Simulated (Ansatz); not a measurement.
**CHGeN (triplet): wave-function methods side by side, cc-pVDZ**

One table from this session's results is given with a row withheld; the runs are named, their logs left out.

Method: cc-pVDZ, core rule «outside noble gas», up to 16 orbitals frozen; program: Ansatz 0.2.0, Gaussian basis.

The runs, in order: UHF; CCSD(T) on ROHF; CCSD(T) on UHF; BCCD(T) on ROHF; CISD; CCSDT(Q) on ROHF; CCSDT(Q) on UHF; CASSCF and NEVPT2, 10 electrons in 10 orbitals.

32 further runs of the same task are left out: 2 for a mislabelled method, 16 that didn't finish, 14 set aside as unsound or not needed.

## The geometry

The geometry is a PBE0/def2-TZVP stationary point (not a proven minimum). No spin-orbit coupling is included. The filled d shell of Ge may be among the frozen orbitals whatever the setting's name suggests; the logs give the count.

4 atoms, charge 0, spin multiplicity 3.

Atoms are counted from 1 here; the program's logs count them from 0.

Bond lengths: Ge1–C2 1.884 Å, Ge1–H4 1.538 Å, C2–N3 1.158 Å. Angles: C2–Ge1–H4 117.5°, Ge1–C2–N3 176.0°.

The first run:

File in.yaml:

```yaml
crystal:
  periodic: [false, false, false]
  atoms:
    - {symbol: Ge, position_ang: [0.000000, -0.035871, 0.645964]}
    - {symbol: C, position_ang: [0.000000, 0.061740, -1.235333]}
    - {symbol: N, position_ang: [0.000000, 0.040290, -2.393320]}
    - {symbol: H, position_ang: [0.000000, 1.289585, 1.425554]}
basis:
  gaussian: {orbitals: cc-pVDZ}
magnetization: {spin_polarized: true, initial_magnetization: 2}
hamiltonian: {xc: hf}
output: {orbitals: {seedname: orbitals}}
```

Run with:

```
$ ansatz run in.yaml --threads 1 --pin off --events-out ev --progress --plain --max-ram 2393MiB
```

Steps of the session up to this table: UHF; CCSD(T) on ROHF; CCSD(T) on UHF; BCCD(T) on ROHF; CISD; CCSDT(Q) on ROHF; CCSDT(Q) on UHF; CASSCF and NEVPT2, 10 electrons in 10 orbitals.

One of the session's tables, all rows but one given; the rest of the session is left out.

It belongs to the step «Misses and costs». 

```
         method  from UCCSDT(Q) (kcal/mol)
           ROHF                    +234.18
            UHF                    +230.92
           RMP2                     +22.42
           UMP2                     +28.89
           CISD                     +33.69
          RCCSD                     +11.23
          UCCSD                          ?
       RCCSD(T)                      +1.71
       UCCSD(T)                      +1.66
        BCCD(T)                      +1.68
         RCCSDT                      +1.34
         UCCSDT                      +1.07
      RCCSDT(Q)                      +0.25
      UCCSDT(Q)                          0
CASSCF frontier                    +143.95
NEVPT2 frontier                     +31.16
```

Q: Estimate the row for UCCSD from the others.

As computed: from UCCSDT(Q) (kcal/mol): +10.87. In the column «from UCCSDT(Q) (kcal/mol)» it lies between RCCSD(T) (+1.71) and RCCSD (+11.23).

With the free atoms at the same levels and basis (separate runs), the atomisation energy is 12.378 eV at UCCSDT(Q), 12.337 eV at RCCSD(T), 12.327 eV at UCCSD(T), 8.461 eV at ROHF.

Limits of these values: Restricted and unrestricted rows rest on different reference determinants; where their highest levels disagree by more than a few hundredths of an eV, they describe different states and don't form one ladder.
